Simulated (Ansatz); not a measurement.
# NRu: the cost of one run

Program: Ansatz 0.2.0, Gaussian basis. Level of theory: def2-QZVPP, core rule «outside noble gas», up to 5 orbitals frozen. These are calculated values, not measurements.

The runs, in order: UHF; ROHF; CCSD(T) on UHF.

2 further runs of the same task are left out: 2 set aside as unsound or not needed.

### 1 The system

The geometry is a PBE0/def2-TZVP stationary point (not a proven minimum). No spin-orbit coupling is included. Elements past krypton take def2 core potentials.

2 atoms, charge 0, spin multiplicity 2.

Atoms are counted from 1 here; the program's logs count them from 0.

Bond lengths: Ru1–N2 1.541 Å.

### 2 UHF

File in.yaml:

```yaml
crystal:
  periodic: [false, false, false]
  atoms:
    - {symbol: Ru, position_ang: [0.000000, 0.000000, 0.000000]}
    - {symbol: N, position_ang: [0.000000, 0.000000, 1.540800]}
basis:
  gaussian: {orbitals: "def2-QZVPP.json"}
magnetization: {spin_polarized: true, initial_magnetization: 1}
hamiltonian: {xc: hf}
output: {orbitals: {seedname: orbitals}}
```

On the command line:

```sh
ansatz run in.yaml --threads 1 --pin off --events-out ev --progress --plain --max-ram 3968MiB --backend cpu
```

**Question.** How long does this run take on 1 thread of AMD EPYC 7R13, shared host, and how much memory does it need?

About 49 s, with a peak of 0.33 GiB.
